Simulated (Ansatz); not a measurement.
**CoO in Ansatz: the effect of starting spin order**

Crystal: CoO.

```
Co O
1.0
     0.00000    2.13150    2.13150
     2.13150    0.00000    2.13150
     2.13150    2.13150    0.00000
Co O
1 1
Direct
  0.00000 0.00000 0.00000
  0.50000 0.50000 0.50000
```

Alike in all runs:

- Program: Ansatz 0.2.0
- Task: single point
- Functional: PBE
- Potentials or basis: Ansatz PAW
- Cutoff: 420 eV (not typed: the program's choice for these potentials)
- k mesh: 11 × 11 × 11
- Occupations: fermi-dirac, width 0.05 eV

| starting spin order | spin | starting moments | energy over the lowest run (meV/atom) | final net moment (μB) | final largest site moment (μB) |
| --- | --- | --- | --- | --- | --- |
| spin off | no spin polarisation | - | ? | ? | ? |
| fm | collinear spin, ferromagnetic start | [2.0, 0.0] μB | 0.0 | 2.93 | 2.49 |
| random | collinear spin, random start | [1.71, 0.0] μB | 0.0 | 2.93 | 2.49 |
| ferromagnetic start, larger moments | collinear spin, ferromagnetic start | [3.5, 0.0] μB | 0.0 | 2.93 | 2.49 |

**Question.** What does the run with starting spin order spin off give?

**Answer.** Energy over the lowest run 252.1 meV/atom; final net moment 0.00 μB; final largest site moment 0.00 μB.

Caveats: a cell with one magnetic atom can't hold antiferromagnetic order, which such compounds often take (some runs); an odd number of electrons without spin polarisation forces a metal (some runs); a magnetic or distorted state may lie lower (some runs).
